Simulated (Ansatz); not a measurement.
# H2MoO4, SMILES [O]=[Mo](=[O])([OH])[OH]: a single point from an input written key by key

Run with Ansatz's Python interface.

`h2moo4.yaml`
```yaml
crystal:
  periodic: [false, false, false]
  atoms:
    - { symbol: O, position_ang: [-0.1666, -2.0206, -0.2125] }
    - { symbol: Mo, position_ang: [0.0794, -0.2675, 0.3078] }
    - { symbol: O, position_ang: [1.1702, -0.2604, 1.7255] }
    - { symbol: O, position_ang: [-1.6089, 0.612, 0.8244] }
    - { symbol: O, position_ang: [0.9307, 0.7759, -1.2341] }
    - { symbol: H, position_ang: [-2.132, 0.8009, -0.0366] }
    - { symbol: H, position_ang: [1.7884, 0.2917, -1.4202] }
basis:
  gaussian: { orbitals: def2-SVP }
correlation:
  method: mp2
output:
  forces: true
```

Script `run_deck.py`:
```python
"""Run H2MoO4 from an input written out key by key."""

import ansatz as az
import numpy as np


def main() -> None:
    session = az.Session.from_deck("h2moo4.yaml")
    data = session.plan(threads=1).execute().report

    print(f"E = {data['free_energy_ev']:.6f} eV = {data['free_energy_ev'] / 27.211386246:.7f} Ha")
    print("converged:", data["converged"], " doubts:", data["published_state_doubts"] or "none")
    symbols = ["O", "Mo", "O", "O", "O", "H", "H"]
    parts = data["correlation"]
    for name in ("random_phase", "coupled_cluster", "perturbative"):
        if name in parts:
            print(f"{name:16s} {parts[name]['energy']['hartree']:12.7f} Ha")
    if "second_order" in parts:
        pair = parts["second_order"]
        print(f"MP2 same spin {pair['same_spin']['hartree']:.7f} Ha, opposite spin {pair['opposite_spin']['hartree']:.7f} Ha")

    forces = np.array(data["forces_ev_ang"])
    print("largest force", round(float(np.linalg.norm(forces, axis=1).max()), 4), "eV/A, rms", round(float(np.sqrt((forces ** 2).mean())), 4))
    charges = data["charge_distribution"]
    dipole = np.array(charges["dipole_moment_e_ang"]) * 4.803205
    print("dipole (D): {:.3f} {:.3f} {:.3f}, length {:.3f}".format(*dipole, np.linalg.norm(dipole)))
    print("atom  Mulliken   Lowdin")
    for symbol, m, l in zip(symbols, charges["mulliken_charges_e"], charges["lowdin_charges_e"]):
        print(f"{symbol:4s} {m:9.3f} {l:8.3f}")


if __name__ == "__main__":
    main()
```

Running `python run_deck.py` prints:
```text
E = -10044.852790 eV = -369.1415314 Ha
converged: True  doubts: none
MP2 same spin -0.3936620 Ha, opposite spin -0.9106549 Ha
largest force 3.7684 eV/A, rms 1.3883
dipole (D): 0.021 0.015 -1.428, length 1.429
atom  Mulliken   Lowdin
O       -0.252    0.085
Mo       0.933   -0.350
O       -0.233    0.113
O       -0.465    0.034
O       -0.471    0.009
H        0.252    0.070
H        0.236    0.039
```

Caveats:
- Total energies depend on the basis set; only differences at equal settings carry meaning.
- The geometry is a force-field or estimated start, not a minimum of this method, and the basis set is short of its limit.
- The Löwdin charges here are taken after orthogonalising the functions within each atom; they differ from plain Löwdin charges, and their signs can be unphysical.
- Timing: 8.1 s on 1 thread of Arm Neoverse V2, with other jobs on the host, peak memory 0.27 GiB.
